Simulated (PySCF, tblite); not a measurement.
**GeH11NSi3, a small molecule taken as a stand-in for a surface group: NMR shifts, core binding energies and electronic excitations**

Aim: the NMR shifts, core binding energies and electronic excitations of `[SiH3][NH][GeH]([SiH3])[SiH3]`.

Programs: tblite 0.8.0 and PySCF 2.14.0. All values are calculated, for the isolated system unless a continuum is named. Atoms count from 0, parts from 1.

## (1) The system as given

16 atoms, charge 0, multiplicity 1; geometry: distance geometry start.

## (2) Relaxing the cluster with GFN2-xTB

The job: settings as JSON, then the geometry in Å.

```
{"job": {"kind": "relax", "xc": "GFN2-xTB", "basis": "xTB"}, "charge": 0, "multiplicity": 1}
Ge     0.287368     0.549854     0.723262
Si    -1.028824     1.848004    -0.675719
Si     2.332049     0.172428    -0.271010
N     -0.552278    -0.937345     1.344370
Si    -1.407826    -1.880860     0.094151
H      0.613947     1.441463     1.974968
H     -0.706508     3.267040    -0.339677
H     -2.474603     1.628879    -0.461178
H     -0.660492     1.694529    -2.112785
H      3.087509    -0.791159     0.582344
H      2.243166    -0.293655    -1.650703
H      3.066412     1.441923    -0.301804
H      0.179771    -1.525893     1.787559
H     -1.799032    -1.077294    -1.057321
H     -2.602900    -2.459413     0.691772
H     -0.580980    -3.053993    -0.313361
```

Level: GFN2-xTB geometry optimisation, gas phase.

Launch:

```sh
OMP_NUM_THREADS=1 python cluster_run.py task.json out
```

One launch serves the whole session: the jobs run in the order shown.

The log of the run:

```text
step      E/eV     max force
  0    -426.35568    1.595
  1    -426.44902    0.792
  2    -426.50813    0.630
  3    -426.53305    0.670
  4    -426.58932    0.478
  5    -426.62073    0.529
  6    -426.65369    0.492
  7    -426.67376    0.319
  8    -426.68722    0.255
  9    -426.70033    0.347
 10    -426.71927    0.382
 11    -426.73626    0.346
 12    -426.74811    0.284
 13    -426.75517    0.207
 14    -426.75934    0.212
 15    -426.76212    0.194
 16    -426.76436    0.147
 17    -426.76663    0.137
 18    -426.76926    0.186
 19    -426.77132    0.166
 20    -426.77313    0.106
 21    -426.77504    0.139
 22    -426.77768    0.162
 23    -426.78066    0.154
 24    -426.78292    0.117
 25    -426.78429    0.122
 26    -426.78546    0.101
 27    -426.78688    0.112
 28    -426.78852    0.116
 29    -426.78994    0.098
 30    -426.79092    0.076
 31    -426.79166    0.076
 32    -426.79247    0.084
 33    -426.79336    0.084
 34    -426.79430    0.103
 35    -426.79535    0.097
 36    -426.79631    0.084
 37    -426.79711    0.070
 38    -426.79781    0.062
 39    -426.79866    0.098
 40    -426.79983    0.123
 41    -426.80116    0.115
 42    -426.80207    0.065
 43    -426.80244    0.042
 44    -426.80266    0.038
 45    -426.80302    0.063
 46    -426.80363    0.101
 47    -426.80439    0.109
 48    -426.80493    0.070
 49    -426.80519    0.034
 50    -426.80533    0.037
 51    -426.80549    0.048
 52    -426.80574    0.074
 53    -426.80606    0.081
 54    -426.80645    0.063
 55    -426.80687    0.053
 56    -426.80728    0.053
 57    -426.80762    0.047
 58    -426.80789    0.043
 59    -426.80813    0.041
 60    -426.80839    0.043
 61    -426.80871    0.063
 62    -426.80913    0.076
 63    -426.80963    0.079
 64    -426.81012    0.070
 65    -426.81053    0.054
 66    -426.81078    0.042
 67    -426.81097    0.045
 68    -426.81118    0.050
 69    -426.81149    0.051
 70    -426.81193    0.069
 71    -426.81236    0.056
 72    -426.81262    0.028
 73    -426.81273    0.026
 74    -426.81282    0.023
 75    -426.81295    0.029
 76    -426.81315    0.037
 77    -426.81339    0.036
 78    -426.81356    0.024
 79    -426.81366    0.022
 80    -426.81373    0.021
 81    -426.81380    0.021
 82    -426.81390    0.026
 83    -426.81404    0.032
 84    -426.81419    0.039
 85    -426.81433    0.041
 86    -426.81445    0.035
 87    -426.81455    0.024
 88    -426.81466    0.029
 89    -426.81477    0.039
 90    -426.81491    0.040
 91    -426.81507    0.043
 92    -426.81527    0.054
 93    -426.81553    0.054
 94    -426.81584    0.044
 95    -426.81618    0.045
 96    -426.81644    0.035
 97    -426.81662    0.036
 98    -426.81675    0.038
 99    -426.81689    0.032
100    -426.81697    0.025
101    -426.81703    0.015
102    -426.81706    0.013
103    -426.81708    0.015
104    -426.81711    0.018
105    -426.81714    0.018
106    -426.81716    0.012
107    -426.81717    0.008
108    -426.81718    0.009
109    -426.81720    0.015
110    -426.81723    0.019
111    -426.81725    0.019
112    -426.81728    0.021
113    -426.81730    0.021
114    -426.81732    0.016
115    -426.81735    0.017
116    -426.81737    0.014
117    -426.81739    0.013
118    -426.81741    0.014
119    -426.81743    0.012
120    -426.81745    0.013
121    -426.81747    0.013
122    -426.81750    0.016
123    -426.81754    0.016
124    -426.81756    0.013
125    -426.81758    0.013
126    -426.81761    0.013
127    -426.81763    0.019
128    -426.81766    0.021
129    -426.81769    0.016
130    -426.81771    0.008
```

Wall time 4.6 s (1 thread of Arm Neoverse V1, shared host).

The steps of the relaxation:

```
step  energy from step 0 (eV)  largest force (eV/Å)
   0                   0.0000                1.5948
   5                  -0.2650                0.5286
  10                  -0.3636                0.3820
  15                  -0.4064                0.1935
  20                  -0.4174                0.1057
  25                  -0.4286                0.1228
  30                  -0.4352                0.0763
  35                  -0.4397                0.0973
  40                  -0.4441                0.1230
  45                  -0.4473                0.0624
  50                  -0.4497                0.0374
  55                  -0.4512                0.0536
  60                  -0.4527                0.0431
  65                  -0.4549                0.0542
  70                  -0.4563                0.0689
  75                  -0.4573                0.0294
  80                  -0.4581                0.0209
  85                  -0.4586                0.0407
  90                  -0.4592                0.0406
  95                  -0.4605                0.0444
 100                  -0.4613                0.0256
 105                  -0.4615                0.0182
 110                  -0.4615                0.0192
 115                  -0.4617                0.0177
 120                  -0.4618                0.0132
 125                  -0.4619                0.0130
 130                  -0.4620                0.0078
```

Distances of close pairs at the start and the end, largest changes first:

```
   bond  before (Å)  after (Å)  change (Å)
 N3–Si4       1.785      1.720      -0.065
Ge0–Si2       2.305      2.365      +0.060
 Ge0–N3       1.817      1.862      +0.044
Ge0–Si1       2.318      2.355      +0.037
 N3–H12       1.039      1.008      -0.031
 Si2–H9       1.492      1.466      -0.027
 Si1–H6       1.493      1.468      -0.026
 Ge0–H5       1.571      1.546      -0.025
```

## (3) Geometry optimisation at PBE0-D3(BJ)/def2-SVP

The job: settings as JSON, then the geometry in Å.

```
{"job": {"xc": "PBE0", "basis": "def2-SVP", "d3": "d3bj", "grid": 2, "kind": "geom", "shake": 0.01}, "charge": 0, "multiplicity": 1}
Ge     0.382143     0.689117     0.584401
Si    -1.172564     2.036369    -0.626770
Si     2.449244     0.003093    -0.232321
N     -0.587640    -0.780554     1.084392
Si    -1.254808    -1.975066     0.002667
H      0.566004     1.348018     1.974556
H     -0.867685     3.462809    -0.418802
H     -2.539563     1.808874    -0.235867
H     -1.045790     1.789648    -2.045113
H      3.121904    -0.962635     0.673332
H      2.317817    -0.626087    -1.531625
H      3.374858     1.152809    -0.367218
H     -0.424026    -1.128319     1.994170
H     -1.926168    -1.217113    -1.054754
H     -2.190138    -2.793538     0.791605
H     -0.215041    -2.818741    -0.570509
```

The log of the run:

```text
step   0  E = -3005.58921174  max force = 0.026552
step   1  E = -3005.59992764  max force = 0.006199
step   2  E = -3005.60039878  max force = 0.002907
step   3  E = -3005.60066383  max force = 0.001192
step   4  E = -3005.60084051  max force = 0.001325
step   5  E = -3005.60105194  max force = 0.001503
step   6  E = -3005.60114914  max force = 0.000892
step   7  E = -3005.60121737  max force = 0.000540
step   8  E = -3005.60129497  max force = 0.000895
step   9  E = -3005.60137717  max force = 0.001553
step  10  E = -3005.60144486  max force = 0.001438
step  11  E = -3005.60148181  max force = 0.000656
step  12  E = -3005.60149603  max force = 0.000221
optimisation converged
```

Wall time 3.7 min (1 thread of Arm Neoverse V1, shared host); peak memory 0.81 GiB.

Along the way:

```
step  energy from step 0 (eV)  largest force component (eV/Å)
   0                   0.0000                          1.3654
   1                  -0.2916                          0.3188
   2                  -0.3044                          0.1495
   3                  -0.3116                          0.0613
   4                  -0.3164                          0.0681
   5                  -0.3222                          0.0773
   6                  -0.3248                          0.0459
   7                  -0.3267                          0.0278
   8                  -0.3288                          0.0460
   9                  -0.3310                          0.0799
  10                  -0.3329                          0.0739
  11                  -0.3339                          0.0337
  12                  -0.3343                          0.0114
```

Distances of close pairs at the start and the end, largest changes first:

```
   bond  before (Å)  after (Å)  change (Å)
Ge0–Si2       2.326      2.394      +0.068
 Si1–H7       1.440      1.494      +0.054
 Si1–H8       1.445      1.494      +0.049
Si2–H10       1.450      1.496      +0.046
Si4–H15       1.457      1.500      +0.044
Si4–H13       1.464      1.495      +0.031
 N3–H12       0.988      1.017      +0.029
Si4–H14       1.472      1.496      +0.024
```

The final coordinates are the input of the step that follows.

```
                         at the end point                value
  point group (found at 0.08 Å tolerance)                   C1
rotational constants (GHz, main isotopes)  1.620, 1.127, 0.818
                        dipole moment (D)                 0.88
```

## (4) Nuclear shieldings: PBE0/pcSseg-1

The job: settings as JSON, then the geometry in Å.

```
{"job": {"kind": "nmr", "xc": "PBE0", "basis": "pcSseg-1"}, "charge": 0, "multiplicity": 1}
Ge     0.351928     0.585458     0.776144
Si    -1.015816     1.892685    -0.681788
Si     2.527974     0.254594    -0.164606
N     -0.468678    -1.045795     1.092237
Si    -1.478811    -1.949808     0.013478
H      0.473542     1.296832     2.144673
H     -0.471137     3.286126    -0.672439
H     -2.432692     1.915194    -0.208440
H     -0.964478     1.373207    -2.081329
H      3.395518    -0.534671     0.764560
H      2.390426    -0.502975    -1.446970
H      3.191919     1.565620    -0.447053
H     -0.103362    -1.537021     1.903869
H     -2.086404    -0.969134    -0.938157
H     -2.561603    -2.655964     0.767086
H     -0.759864    -2.985867    -0.799241
```

Method: GIAO PBE0/pcSseg-1 NMR shielding, non-relativistic, gas phase.

The log of the run:

```text
coarse grid: 58968 points
cycle   1  E = -3005.8355330710  dE = -8.403e-01  |g| = 9.292e-01  |ddm| = 3.649e+00
cycle   2  E = -3005.7553056670  dE =  8.023e-02  |g| = 1.068e+00  |ddm| = 1.121e+00
cycle   3  E = -3005.9003735008  dE = -1.451e-01  |g| = 1.975e-01  |ddm| = 8.549e-01
cycle   4  E = -3005.9085903343  dE = -8.217e-03  |g| = 6.293e-02  |ddm| = 1.996e-01
cycle   5  E = -3005.9091720250  dE = -5.817e-04  |g| = 8.384e-03  |ddm| = 5.492e-02
cycle   6  E = -3005.9091863748  dE = -1.435e-05  |g| = 1.464e-03  |ddm| = 1.152e-02
cycle   7  E = -3005.9091870494  dE = -6.746e-07  |g| = 2.988e-04  |ddm| = 2.855e-03
final grid: 118904 points
cycle   8  E = -3005.9091670927  dE = -3.485e-08  |g| = 2.981e-04  |ddm| = 1.455e-03
cycle   9  E = -3005.9091670881  dE =  4.631e-09  |g| = 3.795e-04  |ddm| = 8.730e-04
cycle  10  E = -3005.9091671153  dE = -2.719e-08  |g| = 4.242e-05  |ddm| = 4.024e-04
cycle  11  E = -3005.9091671156  dE = -3.511e-10  |g| = 1.195e-05  |ddm| = 5.147e-05
converged SCF energy = -3005.9091671156

GIAO shielding tensors (ppm)
atom      isotropic    diamagn.    paramagn.     s11        s22        s33       span
  0 Ge    1447.619    2760.115   -1312.496   1270.516   1379.094   1693.247    422.732
  1 Si     449.625     880.259    -430.634    437.035    448.769    463.072     26.037
  2 Si     452.006     880.247    -428.241    442.537    445.697    467.784     25.247
  3 N      277.158     327.237     -50.080    246.329    257.421    327.724     81.394
  4 Si     401.348     879.902    -478.554    357.227    370.302    476.515    119.288
  5 H       26.134      30.036      -3.901     19.760     21.868     36.775     17.015
  6 H       27.681      28.464      -0.782     24.108     25.298     33.638      9.530
  7 H       27.296      28.540      -1.244     23.740     25.052     33.096      9.357
  8 H       27.303      29.089      -1.786     24.119     25.492     32.297      8.177
  9 H       27.555      28.434      -0.878     23.945     25.322     33.399      9.454
 10 H       27.622      28.985      -1.363     24.102     26.145     32.620      8.518
 11 H       27.761      28.381      -0.621     23.965     25.547     33.770      9.805
 12 H       32.622      32.874      -0.252     21.465     30.196     46.205     24.740
 13 H       26.771      30.752      -3.981     22.408     27.653     30.251      7.843
 14 H       26.469      28.320      -1.851     22.682     24.140     32.585      9.903
 15 H       26.527      29.270      -2.743     22.562     24.593     32.427      9.865
```

Run time: 37 s. Hardware: 1 thread of Arm Neoverse V1, shared host; peak memory 0.97 GiB.

The references, computed at this level on geometries of the same kind, shield at (ppm): 1H TMS 31.27, 29Si TMS 352.0, 15N NH3 265.7, 73Ge GeMe4 1330. Their shielding less the atom's gives the shift. The references are single molecules in the gas phase, so shifts against H2O, NH3, PH3, H3PO4 or CFCl3 are not on the usual liquid scales and can be off by tens of ppm.

```
atoms                                environment  σ (ppm)  δ (ppm)
   H5  hydrogen on a germanium bonded to N, 2 Si    26.13     5.13
  H14          hydrogen on a silicon bonded to N    26.47     4.80
  H15          hydrogen on a silicon bonded to N    26.53     4.74
  H13          hydrogen on a silicon bonded to N    26.77     4.50
   H7         hydrogen on a silicon bonded to Ge    27.30     3.97
   H8         hydrogen on a silicon bonded to Ge    27.30     3.96
   H9         hydrogen on a silicon bonded to Ge    27.56     3.71
  H10         hydrogen on a silicon bonded to Ge    27.62     3.64
   H6         hydrogen on a silicon bonded to Ge    27.68     3.59
  H11         hydrogen on a silicon bonded to Ge    27.76     3.51
  H12    hydrogen on a nitrogen bonded to Ge, Si    32.62    -1.36
  Ge0             germanium bonded to N, 2 Si, H     1448     -117
  Si4                   silicon bonded to N, 3 H    401.3    -49.4
  Si1                  silicon bonded to Ge, 3 H    449.6    -97.6
  Si2                  silicon bonded to Ge, 3 H    452.0   -100.0
   N3               nitrogen bonded to Ge, Si, H    277.2    -11.5
```

Charges from the same density, by scheme (e):

```
atoms  Mulliken    IAO  Hirshfeld  ESP fit
  Ge0     -0.01   0.38       0.24     0.27
  Si1      0.33   0.28       0.21     0.16
  Si2      0.36   0.26       0.20     0.16
   N3     -0.89  -0.88      -0.33    -0.75
  Si4      0.63   0.73       0.33     0.53
```

Mayer bond orders: Ge0–Si1 0.90, Ge0–Si2 0.88, Ge0–N3 0.81, N3–Si4 0.99.

The fields below are evaluated on a grid from the run's orbitals.

Frontier orbitals at PBE0/pcSseg-1, with the share of their density that lies nearest to each atom:

```
orbital  energy (eV)                     lies on
   HOMO        -6.94  N3 44 %; Si2 13 %; Ge0 9 %
   LUMO        -0.52   Ge0 18 %; N3 9 %; H12 9 %
```

ELF in a plane through or near 5 of the atoms.

Values, 10 rows by 14 columns:
```
0.00 0.00 0.00 0.00 0.00 0.00 0.00 0.00 0.00 0.00 0.00 0.00 0.00 0.00
0.00 0.00 0.00 0.00 0.05 0.50 0.08 0.06 0.16 0.01 0.00 0.00 0.00 0.00
0.00 0.00 0.00 0.01 0.96 1.00 0.81 0.83 0.99 0.60 0.00 0.00 0.00 0.00
0.00 0.00 0.00 0.00 0.20 0.78 0.43 0.14 0.62 0.02 0.01 0.00 0.00 0.00
0.00 0.00 0.14 0.25 0.02 0.26 0.84 0.70 0.03 0.87 0.48 0.02 0.00 0.00
0.00 0.02 1.00 1.00 0.65 0.90 0.46 0.29 0.54 0.38 0.50 0.99 0.83 0.00
0.00 0.00 0.31 0.53 0.12 0.15 0.25 0.46 0.57 0.20 0.66 0.96 0.65 0.00
0.00 0.00 0.01 0.76 1.00 0.93 0.03 0.01 0.01 0.04 0.05 0.01 0.00 0.00
0.00 0.00 0.00 0.10 0.72 0.27 0.00 0.00 0.00 0.00 0.00 0.00 0.00 0.00
0.00 0.00 0.00 0.00 0.00 0.00 0.00 0.00 0.00 0.00 0.00 0.00 0.00 0.00
```
The map spans 12.5 Å across and 11.2 Å up, centred on the molecule. Atoms in the plane (x, y in Å): Si1 (-0.3, 2.2), Si2 (-2.2, -1.2), Si4 (2.3, -0.7), H6 (-1.5, 3.0), H11 (-3.5, -0.5).

On the surface of density 0.002 e/bohr³ the electrostatic potential runs, from the 1st to the 99th percentile, from -0.42 V near N3 to 1.49 V near H12.

(Part 1 of 2 ends here.)
